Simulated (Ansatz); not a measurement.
# C2H9AlSn: one species, many methods

An exercise on one series of results from a longer session: the logs are not shown, and one member is left open.

The runs use Ansatz 0.2.0, Gaussian basis; functionals in def2-TZVPP, the program's frozen cores in correlated methods.

Levels to be run: PBE-D4, r2SCAN-D4, PBE0-D4, B3LYP-D4, ωB97X-V, ωB97M-V, B2PLYP; CCSD(T)/def2-TZVPP; MP2/def2-QZVPP; extrapolation to the limit.

## The geometry

The geometry comes from an earlier relaxation with PBE0-D4 in a triple-zeta def2 set; it is a stationary point, not always the lowest conformer. Sn takes the def2 core potential; no spin-orbit term is included.

SMILES `[CH3][SnH2][CH2][AlH2]`, 13 atoms, charge 0, spin multiplicity 1.

Atoms are counted from 1 here; the program's logs count them from 0.

Bond lengths: C1–Sn2 2.138 Å, C1–H5 1.090 Å, C1–H6 1.090 Å, C1–H7 1.090 Å, Sn2–C3 2.162 Å, Sn2–H8 1.728 Å, Sn2–H9 1.711 Å, C3–Al4 1.934 Å, C3–H10 1.093 Å, C3–H11 1.092 Å, Al4–H12 1.589 Å, Al4–H13 1.590 Å. Angles: Sn2–C1–H5 109.7°, Sn2–C1–H6 109.5°, Sn2–C1–H7 110.4°, H5–C1–H6 109.0°, H5–C1–H7 109.1°, H6–C1–H7 109.0°, C1–Sn2–C3 110.6°, C1–Sn2–H8 108.9°, C1–Sn2–H9 111.8°, C3–Sn2–H8 107.2°, C3–Sn2–H9 110.7°, H8–Sn2–H9 107.6°, Sn2–C3–Al4 104.9°, Sn2–C3–H10 106.0°, Sn2–C3–H11 106.9°, Al4–C3–H10 114.4°, Al4–C3–H11 114.7°, H10–C3–H11 109.3° and more.

Set-up of the first run:

in.yaml

```yaml
crystal:
  periodic: [false, false, false]
  atoms:
    - {symbol: C, position_ang: [-1.890428, 0.045160, 1.353258]}
    - {symbol: Sn, position_ang: [-0.390039, -0.913281, 0.169409]}
    - {symbol: C, position_ang: [1.404723, 0.289393, 0.098043]}
    - {symbol: Al, position_ang: [1.610259, 0.763536, -1.765461]}
    - {symbol: H, position_ang: [-1.542328, 0.140891, 2.381907]}
    - {symbol: H, position_ang: [-2.091562, 1.038791, 0.952132]}
    - {symbol: H, position_ang: [-2.812513, -0.535887, 1.341325]}
    - {symbol: H, position_ang: [-0.968055, -1.062916, -1.452425]}
    - {symbol: H, position_ang: [-0.041107, -2.487394, 0.740853]}
    - {symbol: H, position_ang: [1.225680, 1.138339, 0.762070]}
    - {symbol: H, position_ang: [2.212409, -0.322441, 0.504358]}
    - {symbol: H, position_ang: [2.448223, -0.171580, -2.738778]}
    - {symbol: H, position_ang: [0.855238, 2.042788, -2.331792]}
basis:
  gaussian: {orbitals: def2-TZVPP}
hamiltonian: {xc: pbe, dispersion: d4}
output: {forces: true, orbitals: {seedname: orbitals}}
```

The run is started by

```console
$ ansatz run in.yaml --threads 4 --pin off --events-out ev --progress --plain --max-ram 10444MiB
```

Among the steps run: PBE-D4 (GGA); r2SCAN-D4 (meta-GGA); PBE0-D4 (hybrid); B3LYP-D4 (hybrid); ωB97X-V (range-separated); ωB97M-V (range-separated); B2PLYP (double hybrid); CCSD(T) in def2-TZVPP; MP2 in def2-QZVPP.

One table of the session follows, with a row left open; its other results are not shown here.

```
            method  atomisation energy (kcal/mol)
            PBE-D4                          964.4
         r2SCAN-D4                          965.8
           PBE0-D4                          959.7
          B3LYP-D4                          963.2
           ωB97X-V                          971.0
           ωB97M-V                          966.9
            B2PLYP                          952.3
     HF/def2-TZVPP                          724.6
    MP2/def2-TZVPP                          944.8
   CCSD/def2-TZVPP                          939.4
CCSD(T)/def2-TZVPP                              ?
           MP2/CBS                          966.9
       CCSD(T)/CBS                          972.1
```

**Question.** Estimate the row for CCSD(T)/def2-TZVPP.

**Answer.** atomisation energy (kcal/mol): 950.0. In the column «atomisation energy (kcal/mol)» it lies between MP2/def2-TZVPP (944.8) and B2PLYP (952.3).

To keep in mind: Free atoms (2 C, 1 Sn, 1 Al, 9 H) were run apart at each level; the atomisation energy is their sum less the molecule, without zero-point or spin-orbit terms.
